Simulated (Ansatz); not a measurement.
# C4H16BNSi2: small, medium and large basis sets

The task here is to estimate one member of a computed series from the others.

Computed with Ansatz 0.2.0, Gaussian basis. Level: one geometry, several basis sets.

Plan: PBE0-D4/def2-SVP; ωB97M-V/def2-SVP; PBE0-D4/def2-QZVPP; ωB97M-V/def2-QZVPP; the functionals' def2-TZVPP values are taken from earlier runs.

## Structure used throughout

The geometry comes from an earlier relaxation with PBE0-D4 in a triple-zeta def2 set; it is a stationary point, not always the lowest conformer.

SMILES `BN([SiH](C)C)[SiH](C)C`, 24 atoms, charge 0, spin multiplicity 1.

Atoms are counted from 1 here; the program's logs count them from 0.

Bond lengths: B1–N2 1.406 Å, B1–H9 1.199 Å, B1–H10 1.203 Å, N2–Si3 1.767 Å, N2–Si6 1.760 Å, Si3–C4 1.866 Å, Si3–C5 1.868 Å, Si3–H11 1.487 Å, C4–H12 1.093 Å, C4–H13 1.093 Å, C4–H14 1.093 Å, C5–H15 1.093 Å, C5–H16 1.092 Å, C5–H17 1.094 Å, Si6–C7 1.869 Å, Si6–C8 1.862 Å, Si6–H18 1.491 Å, C7–H19 1.093 Å and more. Angles: N2–B1–H9 121.4°, N2–B1–H10 119.4°, H9–B1–H10 119.2°, B1–N2–Si3 115.6°, B1–N2–Si6 122.2°, Si3–N2–Si6 122.0°, N2–Si3–C4 109.7°, N2–Si3–C5 110.7°, N2–Si3–H11 107.5°, C4–Si3–C5 110.6°, C4–Si3–H11 109.5°, C5–Si3–H11 108.7°, Si3–C4–H12 110.6°, Si3–C4–H13 111.1°, Si3–C4–H14 110.9°, H12–C4–H13 108.0°, H12–C4–H14 108.0°, H13–C4–H14 108.1° and more.

Coordinates:

```xyz
24

B    -1.8156   -1.0326    0.8230
N    -0.5512   -0.6480    0.3442
Si    0.6704   -0.3317    1.5816
C     0.3660    1.3391    2.3543
C     2.3880   -0.4155    0.8525
Si   -0.2379   -0.3796   -1.3667
C     0.0826    1.4380   -1.6639
C    -1.6440   -0.9744   -2.4318
H    -2.7311   -1.2341    0.0756
H    -1.9858   -1.1570    2.0075
H     0.5411   -1.3893    2.6184
H    -0.6337    1.3832    2.7930
H     0.4445    2.1368    1.6108
H     1.0924    1.5409    3.1463
H     2.5613    0.3448    0.0873
H     2.5863   -1.3926    0.4071
H     3.1196   -0.2547    1.6497
H     0.9909   -1.1429   -1.7265
H    -0.8005    2.0295   -1.4071
H     0.3174    1.6196   -2.7162
H     0.9202    1.8096   -1.0690
H    -1.3620   -0.8591   -3.4825
H    -1.8662   -2.0285   -2.2545
H    -2.5578   -0.4023   -2.2598
```

Set-up of the first run:

in.yaml reads:

```yaml
crystal:
  periodic: [false, false, false]
  atoms:
    - {symbol: B, position_ang: [-1.815586, -1.032561, 0.822958]}
    - {symbol: N, position_ang: [-0.551164, -0.648015, 0.344203]}
    - {symbol: Si, position_ang: [0.670361, -0.331679, 1.581606]}
    - {symbol: C, position_ang: [0.366001, 1.339070, 2.354307]}
    - {symbol: C, position_ang: [2.388008, -0.415524, 0.852540]}
    - {symbol: Si, position_ang: [-0.237877, -0.379634, -1.366744]}
    - {symbol: C, position_ang: [0.082585, 1.438024, -1.663873]}
    - {symbol: C, position_ang: [-1.644031, -0.974442, -2.431827]}
    - {symbol: H, position_ang: [-2.731081, -1.234064, 0.075586]}
    - {symbol: H, position_ang: [-1.985835, -1.156970, 2.007465]}
    - {symbol: H, position_ang: [0.541076, -1.389328, 2.618421]}
    - {symbol: H, position_ang: [-0.633696, 1.383187, 2.792969]}
    - {symbol: H, position_ang: [0.444532, 2.136800, 1.610771]}
    - {symbol: H, position_ang: [1.092430, 1.540937, 3.146259]}
    - {symbol: H, position_ang: [2.561336, 0.344824, 0.087290]}
    - {symbol: H, position_ang: [2.586252, -1.392578, 0.407077]}
    - {symbol: H, position_ang: [3.119608, -0.254671, 1.649677]}
    - {symbol: H, position_ang: [0.990900, -1.142869, -1.726506]}
    - {symbol: H, position_ang: [-0.800490, 2.029540, -1.407086]}
    - {symbol: H, position_ang: [0.317362, 1.619643, -2.716225]}
    - {symbol: H, position_ang: [0.920229, 1.809622, -1.069022]}
    - {symbol: H, position_ang: [-1.361978, -0.859129, -3.482492]}
    - {symbol: H, position_ang: [-1.866164, -2.028517, -2.254532]}
    - {symbol: H, position_ang: [-2.557779, -0.402267, -2.259822]}
basis:
  gaussian: {orbitals: def2-SVP}
hamiltonian: {xc: pbe0, dispersion: d4}
output: {orbitals: {seedname: orbitals}}
```

Command:

```console
$ ansatz run in.yaml --threads 4 --pin off --events-out ev --progress --plain --max-ram 46080MiB --backend cpu
```

Among the steps run: PBE0-D4 in def2-SVP; ωB97M-V in def2-SVP; PBE0-D4 in def2-QZVPP; ωB97M-V in def2-QZVPP.

One of the session's tables, all rows but one given; the rest of the session is left out.

It belongs to the step «Functionals by basis». 

| functional | basis | HOMO (eV) | LUMO (eV) |
| --- | --- | --- | --- |
| PBE0-D4 | def2-SVP | -7.79 | -0.04 |
| PBE0-D4 | def2-TZVPP | ? | ? |
| PBE0-D4 | def2-QZVPP | -7.85 | -0.32 |
| ωB97M-V | def2-SVP | -10.01 | 1.95 |
| ωB97M-V | def2-TZVPP | -10.10 | 1.52 |
| ωB97M-V | def2-QZVPP | -10.10 | 1.28 |

**Question.** Estimate the row for PBE0-D4, def2-TZVPP.

As computed: HOMO (eV): -7.84; LUMO (eV): -0.26. In the column «HOMO (eV)» it lies between PBE0-D4, def2-QZVPP (-7.85) and PBE0-D4, def2-SVP (-7.79).
